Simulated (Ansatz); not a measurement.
**BGeNH (sextet): wave-function methods side by side, cc-pVDZ**

The task here is to estimate one member of a computed series from the others.

Program: Ansatz 0.2.0, Gaussian basis. Level of theory: cc-pVDZ, core rule «outside noble gas», up to 16 orbitals frozen. These are calculated values, not measurements.

Plan: UHF; CCSD(T) on ROHF; CCSD(T) on UHF; BCCD(T) on ROHF; CISD as a restricted active space (open shells left free, so some higher excitations enter); CCSDT(Q) on ROHF; CCSDT(Q) on UHF; CASSCF and NEVPT2, 13 electrons in 11 orbitals.

21 further runs of the same task are left out: 8 that didn't finish, 13 set aside as unsound or not needed. Runs told in other sessions of the task aren't counted.

### The system

The geometry is a PBE0/def2-TZVP stationary point (not a proven minimum) of the parent state, kept for this charge and spin. No spin-orbit coupling is included. The filled d shell of Ge may be among the frozen orbitals whatever the setting's name suggests.

4 atoms, charge 0, spin multiplicity 6.

Atoms are counted from 1 here; the program's logs count them from 0.

Bond lengths: B1–N2 1.364 Å, B1–H4 1.200 Å, N2–Ge3 1.892 Å. Angles: N2–B1–H4 121.9°, B1–N2–Ge3 179.3°.

Set-up of the first run:

in.yaml

```yaml
crystal:
  periodic: [false, false, false]
  atoms:
    - {symbol: B, position_ang: [-0.000019, -0.303817, 0.981005]}
    - {symbol: N, position_ang: [0.000023, -0.228496, -0.380547]}
    - {symbol: Ge, position_ang: [-0.000002, -0.146228, -2.270355]}
    - {symbol: H, position_ang: [-0.000002, 0.678541, 1.669897]}
basis:
  gaussian: {orbitals: cc-pVDZ}
magnetization: {spin_polarized: true, initial_magnetization: 5}
hamiltonian: {xc: hf}
output: {orbitals: {seedname: orbitals}}
```

Run with:

```sh
> ansatz run in.yaml --threads 1 --pin off --events-out ev --progress --plain --max-ram 2393MiB
```

Steps of the session up to this table: UHF; CCSD(T) on ROHF; CCSD(T) on UHF; BCCD(T) on ROHF; CISD as a restricted active space (open shells left free, so some higher excitations enter); CCSDT(Q) on ROHF; CCSDT(Q) on UHF; CASSCF and NEVPT2, 13 electrons in 11 orbitals.

One table of the session follows, with a row left open; its other results are not shown here.

```
         method  from RCCSDT(Q) (meV)
           ROHF               +7312.9
            UHF               +7100.7
           RMP2               +1197.5
           UMP2               +1192.8
          RCCSD                +313.4
          UCCSD                +285.5
       RCCSD(T)                 +73.4
       UCCSD(T)                 +51.8
        BCCD(T)                 +72.7
         RCCSDT                 +18.8
         UCCSDT                  -4.6
      RCCSDT(Q)                     0
      UCCSDT(Q)                 -25.4
CASSCF frontier                     ?
NEVPT2 frontier               +1460.9
```

Estimate the missing values for CASSCF frontier.

**Answer.** from RCCSDT(Q) (meV): +5876.6. In the column «from RCCSDT(Q) (meV)» it lies between NEVPT2 frontier (+1460.9) and UHF (+7100.7).

Not comparable, so not listed: CISD as a restricted active space (open shells left free, so some higher excitations enter) (they don't share determinant, frozen orbitals or solution with the rows shown, or repeat one).

Caveats from the session: Restricted and unrestricted rows rest on different reference determinants; a gap between their highest levels can come from leftover correlation error, from unlike frozen cores or from another state.
